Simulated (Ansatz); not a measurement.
Ag, space group Im-3m, an all-electron LAPW single point

Program: Ansatz 0.2.0 through its Python package.

Contents of `POSCAR_ag`:
```text
Ag
1.0
  -1.65565400    1.65565400    1.65565400
   1.65565400   -1.65565400    1.65565400
   1.65565400    1.65565400   -1.65565400
Ag
1
Direct
   0.00000000    0.00000000    0.00000000
```

Script `lapw.py`:
```python
from collections import Counter

import ansatz as az
from ase.io import read


def main() -> None:
    atoms = read("POSCAR_ag", format="vasp")
    system = az.Crystal.from_ase(atoms)

    base = (
        system.calculation()
        .functional("lda")
        .kpoints(6, 6, 6, center="gamma")
        .occupations("cold", width=10 * az.meV)
        .mixing("anderson", preconditioner="kerker_dos")
        .pseudopotentials("all_electron", lapw=True, relativity="scalar")
    )
    out = base.run(threads=1)
    summary = out.report

    n_atoms = len(summary["lattice"]["sites"])
    print("F =", round(summary["free_energy_ev"], 4), "eV for", n_atoms, "atoms")
    print("E(sigma -> 0) =", round(summary["energy_sigma0_ev"], 4), "eV, TS =", round(summary["entropy_ts_ev"], 5), "eV")
    print("closed by", summary["closed_by"], "after", summary["n_iterations"], "iterations")

    told = Counter((n["data"]["severity"], n["data"]["kind"]) for n in out.notices if n["event"] == "notice")
    for (severity, kind), count in sorted(told.items()):
        print(f"{severity:8s} {kind} x{count}")

    errors = summary["lapw_basis_errors"]
    print(f"estimated basis error {1000 * errors['total_ev_per_atom']:.3f} meV/atom, target {1000 * errors['basis_error_target_ev_per_atom']:.3f}")
    for sphere in errors["spheres"]:
        print(f"  {sphere['species']:2s} muffin-tin radius {sphere['muffin_tin_radius_ang']:.3f} A, core shells {sphere['core_shells']}")


if __name__ == "__main__":
    main()
```

```console
$ python lapw.py
F = -144523.8224 eV for 1 atoms
E(sigma -> 0) = -144523.8222 eV, TS = 0.00073 eV
closed by deck_thresholds after 27 iterations
audit    band_cg_iterations x1
estimated basis error 0.058 meV/atom, target 0.250
  Ag muffin-tin radius 1.434 A, core shells 5
```

These settings explore the input space; cutoff and mesh may be short of convergence. The mesh is modest for a metal, so energies can be off by several to tens of meV an atom and pressures by half a GPa or more; differences at equal mesh fare better. This isn't the structure that Ag takes at ambient conditions. Hardware and time: 4.8 s on 1 thread of AMD EPYC 7R43 64-Core Processor (Zen 3) (shared host), peak memory 0.38 GiB.

(Lines on the test bed's own set-up are left out of the output.)
